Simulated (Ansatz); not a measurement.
**Cl₂F₂H₂O₂Si₂: one species, many methods**

The task here is to estimate one member of a computed series from the others.

Computed with Ansatz 0.2.0, Gaussian basis. Level: functionals in def2-TZVPP, the program's frozen cores in correlated methods.

Plan: PBE-D4, r2SCAN-D4, PBE0-D4, B3LYP-D4, ωB97X-V, ωB97M-V, B2PLYP; CCSD(T)/def2-TZVPP; MP2/def2-QZVPP; extrapolation to the limit.

**The relaxed structure**

The geometry comes from an earlier relaxation with PBE0-D4 in a triple-zeta def2 set; it is a stationary point, not always the lowest conformer.

SMILES `O[SiH](Cl)O[Si](F)(F)Cl`, 10 atoms, charge 0, spin multiplicity 1.

Atoms are counted from 1 here; the program's logs count them from 0.

Bond lengths: O1–Si2 1.622 Å, O1–H9 0.959 Å, Si2–Cl3 2.029 Å, Si2–O4 1.633 Å, Si2–H10 1.471 Å, O4–Si5 1.599 Å, Si5–F6 1.571 Å, Si5–F7 1.572 Å, Si5–Cl8 2.010 Å. Angles: Si2–O1–H9 119.1°, O1–Si2–Cl3 106.3°, O1–Si2–O4 110.7°, O1–Si2–H10 113.1°, Cl3–Si2–O4 109.6°, Cl3–Si2–H10 109.8°, O4–Si2–H10 107.3°, Si2–O4–Si5 150.7°, O4–Si5–F6 108.3°, O4–Si5–F7 110.5°, O4–Si5–Cl8 112.2°, F6–Si5–F7 107.4°, F6–Si5–Cl8 109.2°, F7–Si5–Cl8 109.1°.

Set-up of the first run:

The input, in.yaml:

```yaml
crystal:
  periodic: [false, false, false]
  atoms:
    - {symbol: O, position_ang: [-0.722154, -1.170223, -2.009710]}
    - {symbol: Si, position_ang: [-1.115138, -0.191242, -0.777818]}
    - {symbol: Cl, position_ang: [-1.182349, 1.687727, -1.541430]}
    - {symbol: O, position_ang: [0.013187, -0.264042, 0.399855]}
    - {symbol: Si, position_ang: [1.212132, 0.397193, 1.225111]}
    - {symbol: F, position_ang: [1.625945, -0.593996, 2.371820]}
    - {symbol: F, position_ang: [2.468641, 0.600856, 0.302835]}
    - {symbol: Cl, position_ang: [0.695282, 2.164481, 2.031320]}
    - {symbol: H, position_ang: [-0.586812, -2.103652, -1.837962]}
    - {symbol: H, position_ang: [-2.408733, -0.527093, -0.164021]}
basis:
  gaussian: {orbitals: def2-TZVPP}
hamiltonian: {xc: pbe, dispersion: d4}
output: {forces: true, orbitals: {seedname: orbitals}}
```

Started as:

```sh
$ ansatz run in.yaml --threads 2 --pin off --events-out ev --progress --plain --max-ram 22528MiB --backend cuda --devices 0, --max-vram 18GiB
```

Steps of the session up to this table: PBE-D4 (GGA); r2SCAN-D4 (meta-GGA); PBE0-D4 (hybrid); B3LYP-D4 (hybrid); ωB97X-V (range-separated); ωB97M-V (range-separated); B2PLYP (double hybrid); CCSD(T) in def2-TZVPP; MP2 in def2-QZVPP.

One of the session's tables, all rows but one given; the rest of the session is left out.

It belongs to the step «Atomisation energies». 

| method | atomisation energy (eV) |
| --- | --- |
| PBE-D4 | ? |
| r2SCAN-D4 | 43.712 |
| PBE0-D4 | 42.926 |
| B3LYP-D4 | 42.914 |
| ωB97X-V | 43.630 |
| ωB97M-V | 43.694 |
| B2PLYP | 42.829 |
| HF/def2-TZVPP | 31.921 |
| MP2/def2-TZVPP | 44.263 |
| CCSD/def2-TZVPP | 41.532 |
| CCSD(T)/def2-TZVPP | 42.289 |
| MP2/CBS | 45.822 |
| CCSD(T)/CBS | 43.848 |

**Question.** Estimate the row for PBE-D4.

The run gave: atomisation energy (eV): 43.867. In the column «atomisation energy (eV)» it lies between CCSD(T)/CBS (43.848) and MP2/def2-TZVPP (44.263).

Limits of these values: Free atoms (2 O, 2 Si, 2 Cl, 2 F, 2 H) were run apart at each level; the atomisation energy is their sum less the molecule, without zero-point or spin-orbit terms.
